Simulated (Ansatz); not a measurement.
**BClHNZn: one species, many methods**

An exercise on one series of results from a longer session: the logs are not shown, and one member is left open.

Program: Ansatz 0.2.0, Gaussian basis. Level of theory: functionals in def2-TZVPP, the program's frozen cores in correlated methods. These are calculated values, not measurements.

Plan: LDA (SPW92), PBE-D4, revPBE-D4, BLYP-D4, r2SCAN-D4, B97M-V, PBE0-D4, B3LYP-D4, r2SCANh-D4, r2SCAN0-D4, HSE06-D4, BHLYP-D4, CAM-B3LYP-D4, LC-ωPBE, ωB97X-V, ωB97M-V, B2PLYP, PBE-QIDH; CCSD(T)/def2-SVP; CCSD(T)/def2-TZVPP; MP2/def2-QZVPP; extrapolation to the limit; RPA on PBE.

### The relaxed structure

An earlier PBE0-D4 in a triple-zeta def2 set relaxation fixed the geometry.

5 atoms, charge 0, spin multiplicity 1.

Atoms are counted from 1 here; the program's logs count them from 0.

Bond lengths: Cl1–B2 1.691 Å, B2–N3 1.234 Å, N3–H5 0.991 Å. Angles: Cl1–B2–N3 179.7°, B2–N3–H5 179.5°.

The first run:

Contents of in.yaml:

```yaml
crystal:
  periodic: [false, false, false]
  atoms:
    - {symbol: Cl, position_ang: [0.256731, -1.423864, 1.660394]}
    - {symbol: B, position_ang: [0.492986, -0.097637, 0.638170]}
    - {symbol: N, position_ang: [0.671053, 0.872616, -0.103554]}
    - {symbol: Zn, position_ang: [-2.178596, -1.073600, -1.532533]}
    - {symbol: H, position_ang: [0.807626, 1.648785, -0.703878]}
basis:
  gaussian: {orbitals: def2-TZVPP}
hamiltonian: {xc: lda}
output: {orbitals: {seedname: orbitals}}
```

Command:

```console
> ansatz run in.yaml --threads 2 --pin off --events-out ev --progress --plain --max-ram 4352MiB
```

Steps of the session up to this table: LDA; PBE-D4 (GGA); revPBE-D4 (GGA); BLYP-D4 (GGA); r2SCAN-D4 (meta-GGA); B97M-V (meta-GGA); PBE0-D4 (hybrid); B3LYP-D4 (hybrid); r2SCANh-D4 (hybrid); r2SCAN0-D4 (hybrid); HSE06-D4 (hybrid); BHLYP-D4 (hybrid); CAM-B3LYP-D4 (range-separated); LC-ωPBE (range-separated); ωB97X-V (range-separated); ωB97M-V (range-separated); B2PLYP (double hybrid); PBE-QIDH (double hybrid).

One table of the session follows, with a row left open; its other results are not shown here.

It belongs to the step «Frontier levels by functional». 

```
  functional  HOMO (eV)  gap (eV)
 LDA (SPW92)      -5.92      4.55
      PBE-D4      -5.66      4.51
   revPBE-D4      -5.57      4.51
     BLYP-D4          ?         ?
   r2SCAN-D4      -5.88      5.02
      B97M-V      -5.60      4.53
     PBE0-D4      -6.39      5.90
    B3LYP-D4      -6.35      5.67
  r2SCANh-D4      -6.16      5.52
  r2SCAN0-D4      -6.57      6.25
    HSE06-D4      -5.98      5.14
    BHLYP-D4      -7.07      7.23
CAM-B3LYP-D4      -7.68      8.01
     LC-ωPBE      -8.75     10.04
     ωB97X-V      -8.47      9.67
     ωB97M-V      -8.47      9.46
```

Q: Estimate the row for BLYP-D4 from the others.

Worked estimate for «HOMO (eV)». Against the share of exact exchange, B3LYP-D4 (0.2, -6.35), BHLYP-D4 (0.5, -7.07) give a slope of -2.40 per unit share; at 0 the line stands at -5.87.

**Answer.** HOMO (eV): -5.61; gap (eV): 4.55. In «HOMO (eV)» the line misses by -0.26.
